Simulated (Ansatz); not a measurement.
Consider a convergence test of the plane-wave cutoff of MgSc, space group Pm-3m (the Python package of Ansatz (0.2.0)).

Input file `mgsc.vasp`:
```text
MgSc
1.0
   3.59645124    0.00000000    0.00000000
   0.00000000    3.59645124    0.00000000
   0.00000000    0.00000000    3.59645124
Mg Sc
1 1
Direct
   0.00000000    0.00000000    0.00000000
   0.50000000    0.50000000    0.50000000
```

`ecut_mgsc.py`
```python
"""Cutoff test for MgSc."""

import warnings

import ansatz as az
from ase.io import read
import pandas as pd

warnings.simplefilter("ignore", az.DeckWarning)

atoms = read("mgsc.vasp", format="vasp")
xtal = az.Crystal.from_ase(atoms)

calc = (
    xtal.calculation()
    .occupations(az.OccupationsMethod.FERMI_DIRAC, width=100 * az.meV)
    .functional("PBEsol")
    .kpoints(9)
)

rows = []
for value in [250, 350, 450, 550, 650]:
    rep = calc.basis(value).run().report
    rows.append((value, rep["free_energy_ev"] / len(rep["lattice"]["sites"]), rep["n_iterations"], rep["n_pw"]))

table = pd.DataFrame(rows, columns=["cutoff (eV)", "F/atom (eV)", "iterations", "plane waves"])
print(table.round(5).to_string(index=False))

# the last row is the reference
for row in rows[:-1]:
    shift = 1000 * (row[1] - rows[-1][1])
    print(f"{row[0]}: {shift:+.2f} meV/atom" + ("  (within 2 meV)" if abs(shift) < 2 else ""))
```

How fast does the energy converge with the cutoff (threshold 2 meV an atom)?

From 350 eV on it stays within 2 meV an atom of the value at 650 eV; the first row (250 eV) is off by 263.4 meV and the last but one by 0.10 meV. The energy falls steadily, as expected when plane waves are added.

What the script printed:

Output of `python ecut_mgsc.py`:
```text
 cutoff (eV)  F/atom (eV)  iterations  plane waves
         250  -2011.49588           6          437
         350  -2011.75782           6          739
         450  -2011.75899           6         1021
         550  -2011.75916           6         1357
         650  -2011.75926           6         1743
250: +263.38 meV/atom
350: +1.44 meV/atom  (within 2 meV)
450: +0.27 meV/atom  (within 2 meV)
550: +0.10 meV/atom  (within 2 meV)
```

The structure comes from a database of computed cells and needn't be a stable or known phase. Shifts are counted from the last row, which is itself no proven limit. The script silences the warnings on its input, which a real study should read. Timing: 5.8 s on 1 thread of Intel(R) Xeon(R) Processor @ 2.30GHz, with other jobs on the host, peak memory 0.61 GiB.
